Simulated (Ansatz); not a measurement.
# Ca (Calcium): the cost of one run

Computed with Ansatz 0.2.0 (DFT PBEsol, scalar-relativistic, plane waves, PAW, unless a step's input says otherwise).

1 further run of the same task is left out (set aside as unsound or not needed).

## 1. The structure to begin with

It takes space group Fm-3m (No. 225, cubic). Conventional cell: a = 5.455 Å, b = 5.455 Å, c = 5.455 Å, α = 90.00°, β = 90.00°, γ = 90.00°. Ca (site symmetry m-3m) is surrounded by 12 Ca at 3.86 Å.

As a file:

```cif
data_structure
_symmetry_space_group_name_H-M 'P 1'
_symmetry_Int_Tables_number 1
_cell_length_a 3.8570
_cell_length_b 3.8570
_cell_length_c 3.8570
_cell_angle_alpha 60.000
_cell_angle_beta 60.000
_cell_angle_gamma 60.000
_cell_volume 40.57
loop_
_atom_site_label
_atom_site_type_symbol
_atom_site_fract_x
_atom_site_fract_y
_atom_site_fract_z
_atom_site_occupancy
Ca1 Ca 0.00000 0.00000 0.00000 1
```

This cell was relaxed beforehand with the same method: volume 40.57 Å³/atom, gap on the mesh none (metal).

## 2. Bulk reference on the slab's mesh

input.yaml reads:

```yaml
crystal:
  lattice:
    - [3.8570176995, 0.0, 0.0]
    - [0.0, 3.8570176995, 0.0]
    - [1.9285088498, 1.9285088498, 2.7273233705]
  atoms:
    - { symbol: Ca, position: [0.0, 0.0, 0.0] }
basis:
  ecutwfc: 420
kpoints:
  mp_grid: { grid: [9, 9, 13] }
hamiltonian:
  xc: pbesol
scf:
  occupations: { method: gaussian, width: 0.1 }
output:
  forces: true
  stress: true
  eigenvalues: true
```

Run with:

```console
ansatz run input.yaml --threads 1 --pin off --max-ram 2560MiB --backend cpu --events-out ev --progress --plain --runs-dir out
```

**Question.** How long does this run take on 1 thread of Arm Neoverse V2, shared host, and how much memory does it need?

About 4.3 s, with a peak of 0.37 GiB.
